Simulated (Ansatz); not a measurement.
# CCl₂FGeN: one species, many methods

How much do the methods differ for CCl₂FGeN? The plan is to run it at one geometry with functionals of several rungs and with coupled cluster. The yardstick is the atomisation energy at the CCSD(T) limit.

Computed with Ansatz 0.2.0, Gaussian basis. Level: functionals in def2-TZVPP, the program's frozen cores in correlated methods.

Levels to be run: LDA (SPW92), PBE-D4, revPBE-D4, BLYP-D4, r2SCAN-D4, B97M-V, PBE0-D4, B3LYP-D4, r2SCANh-D4, r2SCAN0-D4, HSE06-D4, BHLYP-D4, CAM-B3LYP-D4, LC-ωPBE, ωB97X-V, ωB97M-V, B2PLYP, PBE-QIDH; CCSD(T)/def2-SVP; CCSD(T)/def2-TZVPP; MP2/def2-QZVPP; extrapolation to the limit; RPA on PBE.

## Step 1: The relaxed structure

The geometry comes from an earlier relaxation with PBE0-D4 in a triple-zeta def2 set; it is a stationary point.

SMILES `N#[C][Ge]([F])([Cl])[Cl]`, 6 atoms, charge 0, spin multiplicity 1.

Atoms are counted from 1 here; the program's logs count them from 0.

Bond lengths: N1–C2 1.150 Å, C2–Ge3 1.904 Å, Ge3–F4 1.709 Å, Ge3–Cl5 2.100 Å, Ge3–Cl6 2.100 Å. Angles: N1–C2–Ge3 178.9°, C2–Ge3–F4 106.8°, C2–Ge3–Cl5 110.3°, C2–Ge3–Cl6 110.3°, F4–Ge3–Cl5 108.5°, F4–Ge3–Cl6 108.5°, Cl5–Ge3–Cl6 112.1°.

## Step 2: LDA

This LDA is Slater exchange with PW92 correlation.

The input, in.yaml:

```yaml
crystal:
  periodic: [false, false, false]
  atoms:
    - {symbol: N, position_ang: [1.692193, -1.603173, 1.062614]}
    - {symbol: C, position_ang: [0.916858, -0.908203, 0.573724]}
    - {symbol: Ge, position_ang: [-0.346541, 0.270269, -0.227277]}
    - {symbol: F, position_ang: [-1.616220, -0.701311, -0.830922]}
    - {symbol: Cl, position_ang: [0.531144, 1.296913, -1.835771]}
    - {symbol: Cl, position_ang: [-1.135432, 1.581506, 1.211432]}
basis:
  gaussian: {orbitals: def2-TZVPP}
hamiltonian: {xc: lda}
output: {orbitals: {seedname: orbitals}}
```

The runs that follow: PBE-D4 (GGA); revPBE-D4 (GGA); BLYP-D4 (GGA); r2SCAN-D4 (meta-GGA); B97M-V (meta-GGA); PBE0-D4 (hybrid); B3LYP-D4 (hybrid); r2SCANh-D4 (hybrid); r2SCAN0-D4 (hybrid); HSE06-D4 (hybrid); BHLYP-D4 (hybrid); CAM-B3LYP-D4 (range-separated); LC-ωPBE-D4 (range-separated); ωB97X-V (range-separated); ωB97M-V (range-separated); B2PLYP (double hybrid); PBE-QIDH (double hybrid); CCSD(T) in def2-SVP; CCSD(T) in def2-TZVPP; MP2 in def2-QZVPP; RPA on PBE orbitals.

**Question.** What will the summary of the whole plan be? Wanted: atomisation energy, CCSD(T)/CBS; farthest beyond LDA; mean size of error, GGA; mean size of error, meta-GGA; mean size of error, hybrid; mean size of error, range-separated; mean size of error, double hybrid; gap, smallest and largest; T1 diagnostic.

As calculated:

| quantity | value |
| --- | --- |
| atomisation energy, CCSD(T)/CBS | 24.080 eV |
| functionals within 0.241 eV (1.0 %) | revPBE-D4, BLYP-D4, r2SCAN-D4, PBE0-D4, HSE06-D4, CAM-B3LYP-D4, LC-ωPBE, ωB97X-V, ωB97M-V, PBE-QIDH |
| farthest beyond LDA | BHLYP-D4 (-1.641 eV) |
| mean size of error, GGA | 0.390 eV |
| mean size of error, meta-GGA | 0.164 eV |
| mean size of error, hybrid | 0.538 eV |
| mean size of error, range-separated | 0.152 eV |
| mean size of error, double hybrid | 0.196 eV |
| gap, smallest and largest | 5.76 eV (LDA (SPW92)), 13.61 eV (LC-ωPBE) |
| T1 diagnostic | 0.0118 |
| triples share of the correlation energy | 4.2 % |

LDA overbinds by 4.447 eV (18 %). PBE-D4 misses by +1.039 eV. Double hybrids carry the basis error of their MP2 part in triple zeta, and no dispersion term here, so their miss is partly the set-up's. The rungs range-separated, meta-GGA, double hybrid miss on average by less than the doubt on the reference (0.241 eV), so they tie. The reference freezes the cores and leaves out relativity and excitations past (T), and its outer-core shells are covered unevenly, so misses under about 0.241 eV can't be ranked. Hartree-Fock recovers 65 % of the binding; the rest is correlation. CCSD(T) in def2-SVP is off by -1.874 eV, so the small basis spoils what the method gains. The gap grows from 5.8 to 13.6 eV across the functionals, mostly with the share of exact exchange. Correlated methods include outer-core shells of Ge, which these sets cover unevenly.
